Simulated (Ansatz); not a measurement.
# CH₄AlIn: small, medium and large basis sets

How large a basis does CH₄AlIn need? Two functionals are run in growing sets.

Program: Ansatz 0.2.0, Gaussian basis. Level of theory: one geometry, several basis sets. These are calculated values, not measurements.

The runs, in order: PBE0-D4/def2-SVP; ωB97M-V/def2-SVP; PBE0-D4/def2-QZVPP; ωB97M-V/def2-QZVPP; the functionals' def2-TZVPP values are taken from earlier runs.

### Step 1. Structure used throughout

All runs share one geometry, relaxed beforehand with PBE0-D4 in a triple-zeta def2 set. In takes the def2 core potential; no spin-orbit term is included.

SMILES `[CH2]1[AlH][InH]1`, 7 atoms, charge 0, spin multiplicity 1.

Atoms are counted from 1 here; the program's logs count them from 0.

Bond lengths: C1–Al2 1.874 Å, C1–In3 2.440 Å, C1–H4 1.102 Å, C1–H5 1.092 Å, Al2–In3 2.543 Å, Al2–H6 1.584 Å, In3–H7 1.731 Å. Angles: Al2–C1–In3 70.8°, Al2–C1–H4 120.2°, Al2–C1–H5 127.0°, In3–C1–H4 79.7°, In3–C1–H5 142.8°, H4–C1–H5 107.9°, C1–Al2–In3 65.0°, C1–Al2–H6 138.7°, In3–Al2–H6 138.8°, C1–In3–Al2 44.1°, C1–In3–H7 117.5°, Al2–In3–H7 161.6°.

### Step 2. PBE0-D4 in def2-SVP

The input, in.yaml:

```yaml
crystal:
  periodic: [false, false, false]
  atoms:
    - {symbol: C, position_ang: [-0.613015, 0.132395, -0.657388]}
    - {symbol: Al, position_ang: [-0.455152, 0.915124, 1.037937]}
    - {symbol: In, position_ang: [1.229336, -0.924358, 0.544100]}
    - {symbol: H, position_ang: [-0.896869, -0.927592, -0.754821]}
    - {symbol: H, position_ang: [-0.866209, 0.635268, -1.593011]}
    - {symbol: H, position_ang: [-0.487615, 2.358350, 1.689006]}
    - {symbol: H, position_ang: [2.089523, -2.189186, -0.265833]}
basis:
  gaussian: {orbitals: def2-SVP}
hamiltonian: {xc: pbe0, dispersion: d4}
output: {orbitals: {seedname: orbitals}}
```

After this run come: ωB97M-V in def2-SVP; PBE0-D4 in def2-QZVPP; ωB97M-V in def2-QZVPP.

Before running them: what should the planned runs give, taken together? Wanted: PBE0-D4: double and triple zeta above quadruple; ωB97M-V: double and triple zeta above quadruple.

The runs gave:

| quantity | value |
| --- | --- |
| PBE0-D4: double and triple zeta above quadruple | 4.06, 0.30 eV |
| ωB97M-V: double and triple zeta above quadruple | 4.15, 0.30 eV |

**Reading.** PBE0-D4 gains 3.76 eV from double to triple zeta, then 0.30 eV more. These are total energies; as a rule much of such shifts cancels in differences, which this series doesn't test.
